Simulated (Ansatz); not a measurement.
# Si (Si, hcp): the cost of one run

Program: Ansatz 0.2.0. Level of theory: DFT r2SCAN, plane waves (500 eV) with PAW, scalar-relativistic; PBE-made PAW files. These are calculated values, not measurements.

## Step 1: The system as given

Symmetry: P6_3/mmc, No. 194, hexagonal system. Conventional cell: a = 2.769 Å, b = 2.769 Å, c = 4.522 Å, α = 90.00°, β = 90.00°, γ = 120.00°. Si (site symmetry -6m2) has 12 Si at 2.77 Å as nearest neighbours.

Coordinates:

```cif
data_structure
_symmetry_space_group_name_H-M 'P6_3/mmc'
_symmetry_Int_Tables_number 194
_cell_length_a 2.7692
_cell_length_b 2.7692
_cell_length_c 4.5221
_cell_angle_alpha 90.000
_cell_angle_beta 90.000
_cell_angle_gamma 120.000
_cell_volume 30.03
loop_
_atom_site_label
_atom_site_type_symbol
_atom_site_symmetry_multiplicity
_atom_site_Wyckoff_symbol
_atom_site_fract_x
_atom_site_fract_y
_atom_site_fract_z
_atom_site_occupancy
Si1 Si 2 c 0.33333 0.66667 0.25000 1
```

## Step 2: Relaxation of the cell

Contents of input.yaml:

```yaml
crystal:
  lattice:
    - [2.7691764586, 0.0, 0.0]
    - [-1.3845882293, 2.3981771607, 0.0]
    - [0.0, 0.0, 4.5220651569]
  atoms:
    - { symbol: Si, position: [0.3333333333, 0.6666666667, 0.25] }
    - { symbol: Si, position: [0.6666666667, 0.3333333333, 0.75] }
hamiltonian:
  xc: r2scan
  pseudopotentials:
    kind: paw
    azcp:
      Si: "pseudopotentials/Si.paw.azcp"
basis:
  ecutwfc: 500
  fft_grid_basis: typed
kpoints:
  mp_grid: { grid: [13, 13, 7], shift: [0, 0, 0] }
magnetization:
  spin_polarized: false
scf:
  occupations: { method: fermi_dirac, width: 0.1 }
relax:
  max_steps: 60
  f_tol: 0.01
  cell: {}
```

The run is started by

```bash
$ ansatz run input.yaml --threads 1 --pin off --max-ram 3584MiB --backend cpu --events-out ev --progress --plain --runs-dir out
```

What time and memory should one allow on 1 thread of Intel Xeon Platinum 8259CL at 2.50GHz (Skylake/Cascade Lake), shared host?

About 40 s, with a peak of 0.59 GiB.
